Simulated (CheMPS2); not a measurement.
# H3Sn (SMILES [SnH3]): a chain of runs

Aim: a single-point energy (doublet H3Sn, DMRG-CASCI(13 orbitals)/def2-SVP), then a single-point energy (doublet H3Sn, DMRG-CASCI(13 orbitals)/def2-SVP), then the energy (quartet H3Sn, DMRG-CASCI(13 orbitals)/def2-SVP) of H3Sn and its partners. 

The calculation is run with CheMPS2 1.8.12.

**1. The system as given**

H3Sn has 4 atoms, charge 0, and is taken as a doublet. SMILES: `[SnH3]`. Geometry: relaxed at PBE0-D4/def2-TZVP.

Bond lengths: Sn1–H2 1.715 Å, Sn1–H3 1.715 Å, Sn1–H4 1.715 Å. Angles: H2–Sn1–H3 109.6°, H2–Sn1–H4 109.6°, H3–Sn1–H4 109.6°.

**2. The energy at DMRG-CASCI(13 orbitals)/def2-SVP (core potential, ground state) (run 1)**

prepare.py reads:

```python
from pyscf import ao2mo, gto, mcscf, mp, scf
from pyscf.tools import fcidump

geom = """
Sn     0.280200    -0.211600    -0.271700
H      1.055200     0.011000     1.241700
H     -1.125000    -1.172200    -0.064000
H     -0.154900     1.312500    -0.926300
"""
mol = gto.M(
    atom=geom,
    basis="def2-svp",
    ecp="def2-svp",
    spin=1,
    verbose=3,
    max_memory=2000,
)
print("basis functions = %d" % (mol.nao))
mf = scf.ROHF(mol)
mf.conv_tol = 1e-10
mf.max_cycle = 200
mf.kernel()
if not mf.converged:
    mf = mf.newton().run(mf.mo_coeff, mf.mo_occ)
print("E(SCF) = %.10f" % (mf.e_tot))
# rotate to MP2 natural orbitals
occ_no, mo = mcscf.addons.make_natural_orbitals(mp.MP2(mf.to_uhf(), frozen=4).run())
mf.mo_coeff = mo
# write the integrals of the correlated orbitals
cas = mcscf.CASCI(mf, 13, 13)
h1, ecore = cas.get_h1eff()
fcidump.from_integrals("FCIDUMP", h1, cas.get_h2eff(), 13, 13, nuc=ecore, ms=1)
```

chemps2.input reads:

```
FCIDUMP = FCIDUMP
GROUP = 0
MULTIPLICITY = 2
NELECTRONS = 13
IRREP = 0
EXCITATION = 0
SWEEP_STATES = 37, 75, 150, 150
SWEEP_ENERGY_CONV = 1e-04, 1e-04, 1e-04, 1e-06
SWEEP_MAX_SWEEPS = 4, 2, 2, 6
SWEEP_NOISE_PREFAC = 0.05, 0.05, 0.005, 0.0
SWEEP_DVDSON_RTOL = 3e-05, 3e-05, 3e-05, 3e-06
NOCC = 0
NACT = 13
NVIR = 0
MOLCAS_FIEDLER = TRUE
PRINT_CORR = TRUE
TMP_FOLDER = .
```

Command:

```console
$ python prepare.py && chemps2 --file=chemps2.input
```

Output:

```text
$ python prepare.py
ECP def2-svp not found for  H
basis functions = 41
converged SCF energy = -215.037293518279
E(SCF) = -215.0372935183
E(UMP2) = -215.146117011825  E_corr = -0.108823493545914
E(SCS-UMP2) = -215.15110185646  E_corr = -0.113808338181296

$ chemps2 --file=chemps2.input

Running chemps2 version 1.8.12 () with the following options:

[... 86 lines left out ...]
***     Maximum discarded weight = 0.000333552551381137
[... 22 lines left out ...]
***     Maximum discarded weight = 0.000367132902472271
[... 27 lines left out ...]
***     Minimum energy           = -215.097797816012
[... 23 lines left out ...]
***     Maximum discarded weight during the last sweep     = 8.10206984706217e-05
[... 21 lines left out ...]
***     Maximum discarded weight = 9.29080642872484e-06
[... 27 lines left out ...]
***     Minimum energy           = -215.098990518215
[... 23 lines left out ...]
***     Maximum discarded weight during the last sweep     = 9.49465702892532e-06
[... 97 lines left out ...]
--------------------------------------------------------
Two-orbital mutual information = 0.5 * ( s1(i) + s1(j) - s2(i,j) ) * ( 1 - delta(i,j) )
Hamiltonian index order is used!

   Columns 1 to 8

    0           0.000151    0.000195    0.000180    0.000091    0.000085    0.000135    0.000147
    0.000151    0           0.000382    0.000284    0.000226    0.000285    0.000069    0.000235
    0.000195    0.000382    0           0.000273    0.000258    0.000306    0.000067    0.000233
[... 9 lines of this table left out ...]
    0.000113    0.000355    0.000221    0.003116    0.000367    0.007072    0.000364    0.001716

   Columns 9 to 13

    0.000028    0.000532    0.000110    0.000715    0.000113
    0.000860    0.000435    0.001423    0.000328    0.000355
    0.000416    0.000867    0.000225    0.001479    0.000221
[... 9 lines of this table left out ...]
    0.001442    0.000408    0.000561    0.000390    0

--------------------------------------------------------
```

Run time: 25 s. Hardware: 1 thread of Intel Xeon 6975P-C (Granite Rapids), shared host; peak memory 0.12 GiB.

**3. The distorted shape: the energy at DMRG-CASCI(13 orbitals)/def2-SVP (core potential, ground state) (run 2)**

prepare.py reads:

```python
from pyscf import ao2mo, gto, mcscf, mp, scf
from pyscf.tools import fcidump

geom = """
Sn     0.30984327    -0.46295833    -0.94238374
H      1.99403901     0.02078699     2.34647293
H     -2.34559988    -2.27822925    -0.54988763
H     -0.51237656     2.41717325    -2.17939846
"""
mol = gto.M(
    atom=geom,
    basis="def2-svp",
    ecp="def2-svp",
    unit="bohr",
    spin=1,
    verbose=4,
)
print("nao                           : %d" % (mol.nao))
mf = scf.ROHF(mol)
mf.conv_tol = 1e-10
mf.max_cycle = 200
mf.kernel()
if not mf.converged:
    mf = mf.newton().run(mf.mo_coeff, mf.mo_occ)
print(f"SCF energy                    : {mf.e_tot:.10f}")
# natural orbitals of MP2 give a compact matrix product state
occ_no, mo = mcscf.addons.make_natural_orbitals(mp.MP2(mf.to_uhf(), frozen=4).run())
mf.mo_coeff = mo
# write the integrals of the correlated orbitals
cas = mcscf.CASCI(mf, 13, 13)
h1, ecore = cas.get_h1eff()
fcidump.from_integrals("FCIDUMP", h1, cas.get_h2eff(), 13, 13, nuc=ecore, ms=1)
```

chemps2.input reads:

```
FCIDUMP = FCIDUMP
GROUP = 0
MULTIPLICITY = 2
NELECTRONS = 13
IRREP = 0
EXCITATION = 0
SWEEP_STATES = 50, 75, 100, 100
SWEEP_ENERGY_CONV = 1e-05, 1e-05, 1e-05, 1e-07
SWEEP_MAX_SWEEPS = 2, 2, 3, 6
SWEEP_NOISE_PREFAC = 0.05, 0.05, 0.005, 0.0
SWEEP_DVDSON_RTOL = 3e-05, 3e-05, 3e-05, 3e-06
NOCC = 0
NACT = 13
NVIR = 0
MOLCAS_FIEDLER = TRUE
PRINT_CORR = TRUE
TMP_FOLDER = .
```

Command:

```console
$ python prepare.py && chemps2 --file=chemps2.input
```

Output:

```text
$ python prepare.py
ECP def2-svp not found for  H

[... 62 lines left out ...]
SCF energy                    : -215.0244757210
[... 108 lines left out ...]
***     Maximum discarded weight = 6.42634141068958e-05
[... 27 lines left out ...]
***     Minimum energy           = -215.091112151613
[... 23 lines left out ...]
***     Maximum discarded weight during the last sweep     = 2.68225420608628e-05
[... 21 lines left out ...]
***     Maximum discarded weight = 1.07546951991457e-05
[... 27 lines left out ...]
***     Minimum energy           = -215.091226315933
[... 23 lines left out ...]
***     Maximum discarded weight during the last sweep     = 1.07911484392907e-05
[... 97 lines left out ...]
--------------------------------------------------------
Two-orbital mutual information = 0.5 * ( s1(i) + s1(j) - s2(i,j) ) * ( 1 - delta(i,j) )
Hamiltonian index order is used!

   Columns 1 to 8

    0           0.000217    0.000212    0.000221    0.000128    0.000094    0.000111    0.000212
    0.000217    0           0.000305    0.000194    0.000155    0.000211    0.000053    0.000304
    0.000212    0.000305    0           0.000310    0.000259    0.000177    0.000067    0.000129
[... 9 lines of this table left out ...]
    0.000074    0.000058    0.000087    0.003704    0.000605    0.006378    0.001310    0.002229

   Columns 9 to 13

    0.000065    0.000516    0.000151    0.001202    0.000074
    0.000203    0.000871    0.000212    0.000967    0.000058
    0.000716    0.000461    0.001901    0.000318    0.000087
[... 9 lines of this table left out ...]
    0.000439    0.000588    0.001307    0.000323    0

--------------------------------------------------------
```

It took 20 s on 1 thread of Intel Xeon 6975P-C (Granite Rapids), shared host; peak memory 0.12 GiB.

**4. The quartet: the energy at DMRG-CASCI(13 orbitals)/def2-SVP (core potential, ground state) (run 4)**

prepare.py reads:

```python
from pyscf import ao2mo, gto, mcscf, mp, scf
from pyscf.tools import fcidump

geom = """
Sn     0.280200    -0.211600    -0.271700
H      1.055200     0.011000     1.241700
H     -1.125000    -1.172200    -0.064000
H     -0.154900     1.312500    -0.926300
"""
mol = gto.M(
    atom=geom,
    basis="def2-svp",
    ecp="def2-svp",
    spin=3,
    verbose=3,
)
print("basis functions                = %d" % (mol.nao))
mf = scf.ROHF(mol)
mf.conv_tol = 1e-10
mf.max_cycle = 200
mf.kernel()
if not mf.converged:
    mf = mf.newton().run(mf.mo_coeff, mf.mo_occ)
print(f"E(HF)                          = {mf.e_tot:.10f}")
occ_no, mo = mcscf.addons.make_natural_orbitals(mp.MP2(mf.to_uhf(), frozen=4).run())
mf.mo_coeff = mo
cas = mcscf.CASCI(mf, 13, 13)
h1, ecore = cas.get_h1eff()
fcidump.from_integrals("FCIDUMP", h1, cas.get_h2eff(), 13, 13, nuc=ecore, ms=3)
ci = mcscf.CASCI(mf, 13, (8, 5))
ci.fix_spin_(ss=3.75)
ci.fcisolver.conv_tol = 1e-10
ci.fcisolver.max_cycle = 200
ci.kernel()
print("exact diagonalisation          = %.10f" % (ci.e_tot))
```

chemps2.input reads:

```
FCIDUMP = FCIDUMP
GROUP = 0
MULTIPLICITY = 4
NELECTRONS = 13
IRREP = 0
EXCITATION = 0
SWEEP_STATES = 75, 112, 150, 150
SWEEP_ENERGY_CONV = 1e-04, 1e-04, 1e-04, 1e-06
SWEEP_MAX_SWEEPS = 3, 2, 4, 6
SWEEP_NOISE_PREFAC = 0.05, 0.05, 0.005, 0.0
SWEEP_DVDSON_RTOL = 1e-04, 1e-04, 1e-04, 1e-05
NOCC = 0
NACT = 13
NVIR = 0
MOLCAS_FIEDLER = TRUE
PRINT_CORR = TRUE
TMP_FOLDER = .
```

Command:

```console
$ python prepare.py && chemps2 --file=chemps2.input
```

Output:

```text
$ python prepare.py
ECP def2-svp not found for  H
basis functions                = 41
converged SCF energy = -214.77398598779
E(HF)                          = -214.7739859878
E(UMP2) = -214.870761722855  E_corr = -0.0967757350653445
E(SCS-UMP2) = -214.87057261759  E_corr = -0.0965866298002678
CASCI E = -214.832557131553  E(CI) = -44.5739836115427  S^2 = 3.7500000
exact diagonalisation          = -214.8325571316

$ chemps2 --file=chemps2.input

Running chemps2 version 1.8.12 () with the following options:

[... 58 lines left out ...]
***     Maximum discarded weight = 0
[... 41 lines left out ...]
***     Minimum energy           = -214.832342138542
[... 15 lines left out ...]
***     Maximum discarded weight = 3.31253468397183e-05
[... 21 lines left out ...]
***     Maximum discarded weight = 1.64303515880699e-05
[... 22 lines left out ...]
***     Maximum discarded weight during the last sweep     = 1.68417507875238e-05
[... 21 lines left out ...]
***     Maximum discarded weight during the last sweep     = 8.60009928728306e-06
[... 21 lines left out ...]
***     Maximum discarded weight during the last sweep     = 8.830201866558e-06
[... 97 lines left out ...]
--------------------------------------------------------
Two-orbital mutual information = 0.5 * ( s1(i) + s1(j) - s2(i,j) ) * ( 1 - delta(i,j) )
Hamiltonian index order is used!

   Columns 1 to 8

    0           0.000264    0.000177    0.000180    0.000151    0.000025    0.000131    0.000106
    0.000264    0           0.000144    0.000308    0.000184    0.000117    0.000085    0.000119
    0.000177    0.000144    0           0.000165    0.000083    0.000119    0.000058    0.000104
[... 9 lines of this table left out ...]
    0.000088    0.000301    0.000090    0.007168    0.002877    0.002003    0.002778    0.002826

   Columns 9 to 13

    0.000160    0.000541    0.001860    0.000073    0.000088
    0.000574    0.000341    0.000201    0.000310    0.000301
    0.000091    0.000869    0.000283    0.000123    0.000090
[... 9 lines of this table left out ...]
    0.000700    0.001999    0.000827    0.000961    0

--------------------------------------------------------
```

Wall time 41 s (1 thread of Intel Xeon 6975P-C (Granite Rapids), shared host); peak memory 0.48 GiB.

**5. Summary of results**

```
                                             quantity          value
run 1, DMRG-CASCI(13 orbitals)/def2-SVP: total energy  -215.09899 Eh
                        distorted shape: total energy  -215.09123 Eh
                                quartet: total energy  -214.83253 Eh
```
